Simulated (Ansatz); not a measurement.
# Cu started on a Mg site in zincblende MgS, 16 atoms, charge 0

Which settings matter for this cell? A base run comes first, then runs with one to three settings changed.

All numbers are computed with Ansatz 0.2.0 (PAW, plane waves).

1 further run of the same task is left out (it didn't finish).

## Step 1: Starting point

16 atoms (7 Mg, 8 S, 1 Cu); a = 11.303 Å, b = 5.652 Å, c = 5.652 Å, α = 90.00°, β = 90.00°, γ = 90.00°. All atoms were shaken off their sites by about 0.10 Å along each axis. Defect site 1: (0.500, 0.500, 0.500). Starting moments add up to 1 μB.

## Step 2: PBEsol on the given atoms

in.yaml

```yaml
crystal:
  lattice:
    - [11.303065, 0.000000, 0.000000]
    - [0.000000, 5.651533, 0.000000]
    - [0.000000, 0.000000, 5.651533]
  atoms:
    - { symbol: Mg, position: [0.011249, 0.040486, 0.988509] }
    - { symbol: Mg, position: [0.499758, 0.982163, 0.991212] }
    - { symbol: Mg, position: [0.243993, 0.534799, 0.016876] }
    - { symbol: Mg, position: [0.741673, 0.496716, 0.015873] }
    - { symbol: Mg, position: [0.247291, 0.979428, 0.532096] }
    - { symbol: Mg, position: [0.740890, 0.981164, 0.505505] }
    - { symbol: Mg, position: [0.991400, 0.477180, 0.486114] }
    - { symbol: S, position: [0.131681, 0.258036, 0.264207] }
    - { symbol: S, position: [0.626292, 0.247625, 0.243280] }
    - { symbol: S, position: [0.374367, 0.725950, 0.252105] }
    - { symbol: S, position: [0.882548, 0.708177, 0.262049] }
    - { symbol: S, position: [0.385794, 0.258315, 0.741289] }
    - { symbol: S, position: [0.885164, 0.229829, 0.737638] }
    - { symbol: S, position: [0.135432, 0.720325, 0.749817] }
    - { symbol: S, position: [0.618189, 0.752445, 0.765619] }
    - { symbol: Cu, position: [0.491837, 0.493001, 0.505499], spin: 1 }
  symmetry: { detect: false }
kpoints:
  mp_grid: { grid: [1, 1, 1], shift: [0.25, 0.25, 0.25] }
hamiltonian:
  xc: pbesol
magnetization:
  spin_polarized: true
scf:
  occupations: { method: fermi_dirac, width: 0.01 }
output:
  forces: true
  eigenvalues: true
  stress: true
  populations: true
```

On the command line:

```console
$ ansatz run in.yaml --threads 2 --pin off --max-ram 30400MiB --runs-dir r --events-out ev --progress --plain
```

## Step 3: Changed settings: k points 1×1×2, smearing width 0.03 eV

Edit in.yaml of step 2 so:

```diff
@@ -22,5 +22,4 @@
     - { symbol: Cu, position: [0.491837, 0.493001, 0.505499], spin: 1 }
-  symmetry: { detect: false }
 kpoints:
-  mp_grid: { grid: [1, 1, 1], shift: [0.25, 0.25, 0.25] }
+  mp_grid: { grid: [1, 1, 2] }
 hamiltonian:
@@ -30,3 +29,4 @@
 scf:
-  occupations: { method: fermi_dirac, width: 0.01 }
+  occupations: { method: fermi_dirac, width: 0.03 }
+  max_iter: 80
 output:
@@ -35,2 +35 @@
   stress: true
-  populations: true
```

## Step 4: Variant: functional revPBE

Edit in.yaml of step 3 so:

```diff
@@ -22,6 +22,7 @@
     - { symbol: Cu, position: [0.491837, 0.493001, 0.505499], spin: 1 }
+  symmetry: { detect: false }
 kpoints:
-  mp_grid: { grid: [1, 1, 2] }
+  mp_grid: { grid: [1, 1, 1], shift: [0.25, 0.25, 0.25] }
 hamiltonian:
-  xc: pbesol
+  xc: revpbe
 magnetization:
@@ -29,4 +30,4 @@
 scf:
-  occupations: { method: fermi_dirac, width: 0.03 }
-  max_iter: 80
+  occupations: { method: fermi_dirac, width: 0.01 }
+  max_iter: 100
 output:
@@ -35 +36,5 @@
   stress: true
+  write_density: true
+  write_potential: true
+  elf: true
+  volumetric_format: npy
```

## Step 5: Run again with k points Γ alone

Edit in.yaml of step 4 so:

```diff
@@ -22,7 +22,6 @@
     - { symbol: Cu, position: [0.491837, 0.493001, 0.505499], spin: 1 }
-  symmetry: { detect: false }
 kpoints:
-  mp_grid: { grid: [1, 1, 1], shift: [0.25, 0.25, 0.25] }
+  mp_grid: { grid: [1, 1, 1] }
 hamiltonian:
-  xc: revpbe
+  xc: pbesol
 magnetization:
@@ -31,3 +30,3 @@
   occupations: { method: fermi_dirac, width: 0.01 }
-  max_iter: 100
+  max_iter: 90
 output:
@@ -36,5 +35 @@
   stress: true
-  write_density: true
-  write_potential: true
-  elf: true
-  volumetric_format: npy
```

## Step 6: Run again with occupations tetrahedron, dispersion rVV10, at most 4 cycles

Edit in.yaml of step 5 so:

```diff
@@ -22,6 +22,8 @@
     - { symbol: Cu, position: [0.491837, 0.493001, 0.505499], spin: 1 }
+  symmetry: { detect: false }
 kpoints:
-  mp_grid: { grid: [1, 1, 1] }
+  mp_grid: { grid: [1, 1, 1], shift: [0.25, 0.25, 0.25] }
 hamiltonian:
   xc: pbesol
+  dispersion: rvv10
 magnetization:
@@ -29,4 +31,4 @@
 scf:
-  occupations: { method: fermi_dirac, width: 0.01 }
-  max_iter: 90
+  occupations: { method: tetrahedron }
+  max_iter: 4
 output:
```

What does the calculation give? Wanted: for each run, settings; status; energy from base; forces from base.

The runs gave:

| settings | status | cycles | time | energy from base (meV/atom) | forces from base (eV/Å rms) | filled to empty level on the mesh (eV) |
| --- | --- | --- | --- | --- | --- | --- |
| base | converged | 18 | 14 s (2 CPU threads) | 0 | 0 | 0.11 |
| k points 1×1×2, smearing width 0.03 eV | converged | 21 | 9.9 s (2 CPU threads) | +18.1 | 0.108 | - |
| functional revPBE | converged | 17 | 12 s (2 CPU threads) | - | 0.068 | 0.17 |
| k points Γ alone | converged | 23 | 9.7 s (2 CPU threads) | +147.7 | 0.118 | - |
| occupations tetrahedron, dispersion rVV10, at most 4 cycles | refused | - | 0.1 s (2 CPU threads) | - | - | - |

Among these variants the forces move most with k points Γ alone (0.118 eV/Å rms) and least with functional revPBE (0.068). 1 of 4 variants gave no result: occupations tetrahedron, dispersion rVV10, at most 4 cycles (refused).
